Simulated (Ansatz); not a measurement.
# Ni: the cost of one run

Program: Ansatz 0.2.0, driven from Python. The levels of theory stand in the script. These are calculated values, not measurements.

This is Ni in the hcp structure; at room conditions it is fcc.

### Step 1. The structure

The structure is hexagonal, space group P6_3/mmc (No. 194). Conventional cell: a = 2.448 Å, b = 2.448 Å, c = 4.073 Å, α = 90.00°, β = 90.00°, γ = 120.00°. Ni (site symmetry -6m2) is surrounded by 12 Ni at 2.45 to 2.48 Å.

No structure file is read: the coordinates are typed or built in the script.

### Step 2. Script

Contents of xc.py:

```python
import warnings

import ansatz as az

warnings.simplefilter("ignore", az.DeckWarning)

cell = (
    az.Lattice.from_parameters(2.448023, 2.448023, 4.072808, alpha=90, beta=90, gamma=120)
    .space_group(194)
    .atom("Ni", (1 / 3, 2 / 3, 0.25))
    .moments(Ni=2.0)
)

model = (
    cell.calculation()
    .basis(21 * az.Ha)
    .kpoints(13, 13, 7)
    .occupations(az.OccupationsMethod.FERMI_DIRAC, width=100 * az.meV)
    .spin("collinear")
    .forces()
    .stress()
)

rows = []
for value in ["blyp", "lda", "pbesol"]:
    data = model.functional(value).run(threads=1).report
    rows.append((value, data["free_energy_ev"] / len(data["lattice"]["sites"]), data["n_iterations"], sum(data["stress_gpa"][i][i] for i in range(3)) / 3, max(abs(f) for row in data["forces_ev_ang"] for f in row), data["magnetization_mub"], data["n_kpoints"]))

print("  functional   F/atom (eV)    iterations       P (GPa)  max component (eV/A)  moment (muB)      k-points")
for row in rows:
    print(f"{str(row[0]):>12s}  {row[1]:12.5f}  {row[2]:12d}  {row[3]:12.3f}  {row[4]:20.4f}  {row[5]:12.3f}  {row[6]:12d}")
```

### Step 3. Running it

Started as:

```sh
python xc.py
```

**Question.** How long does this script take on 1 thread of Arm Neoverse V1, shared host, and how much memory does it need?

About 30 s, with a peak of 0.46 GiB.
